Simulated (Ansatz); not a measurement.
# YbTl2ClO4: the cost of one run

Computed with Ansatz 0.2.0 (reference: DFT r2SCAN, plane waves, PAW, scalar-relativistic, no spin polarisation, unless a step's input says otherwise).

2 further runs of the same task are left out: 1 that didn't finish, 1 set aside as unsound or not needed.

### Step 1. The system as given

The structure is tetragonal, space group P4/mmm (No. 123). Conventional cell: a = 3.865 Å, b = 3.865 Å, c = 8.888 Å, α = 90.00°, β = 90.00°, γ = 90.00°. Around Yb (site symmetry 4/mmm) lie 8 O at 2.42 Å. Tl (site symmetry 4mm) is surrounded by 4 O at 2.21 Å. O (site symmetry 2mm) is surrounded by 2 Tl at 2.21 Å and 2 Yb at 2.42 Å. Around Cl (site symmetry 4/mmm) lie 8 Tl at 3.34 Å.

As a file:

```
Yb Tl O Cl
1.0
     3.86453    0.00000    0.00000
     0.00000    3.86453    0.00000
     0.00000    0.00000    8.88825
Yb Tl O Cl
1 2 4 1
Direct
  0.00000 0.00000 0.00000
  0.50000 0.50000 0.71550
  0.50000 0.50000 0.28450
  0.50000 0.00000 0.83600
  0.00000 0.50000 0.83600
  0.50000 0.00000 0.16400
  0.00000 0.50000 0.16400
  0.00000 0.00000 0.50000
```

### Step 2. The reference run

Contents of input.yaml:

```yaml
crystal:
  lattice:
    - [3.864529, 0.0, 0.0]
    - [0.0, 3.864529, 0.0]
    - [0.0, 0.0, 8.888249]
  atoms:
    - { symbol: Yb, position: [0.0, 0.0, 0.0] }
    - { symbol: Tl, position: [0.5, 0.5, 0.7155] }
    - { symbol: Tl, position: [0.5, 0.5, 0.2845] }
    - { symbol: O, position: [0.5, 0.0, 0.836] }
    - { symbol: O, position: [0.0, 0.5, 0.836] }
    - { symbol: O, position: [0.5, 0.0, 0.164] }
    - { symbol: O, position: [0.0, 0.5, 0.164] }
    - { symbol: Cl, position: [0.0, 0.0, 0.5] }
  symmetry: { tolerance: 0.0003 }
kpoints:
  mp_grid: { grid: [5, 5, 2], shift: [0, 0, 0] }
magnetization:
  spin_polarized: false
scf:
  occupations: { method: fermi_dirac }
hamiltonian:
  pseudopotentials: { kind: paw }
  xc: r2scan
basis:
  ecutwfc: 500
output:
  forces: true
  stress: true
  eigenvalues: true
relax:
  max_steps: 40
  cell: {}
```

Launch:

```sh
$ ansatz run input.yaml --threads 1 --pin off --max-ram 2560MiB --backend cpu --events-out ev --progress --plain --runs-dir out
```

Q: Estimate wall time and peak memory on 1 thread of Intel Xeon 6975P-C (Granite Rapids), shared host.

About 73 s, with a peak of 0.88 GiB.
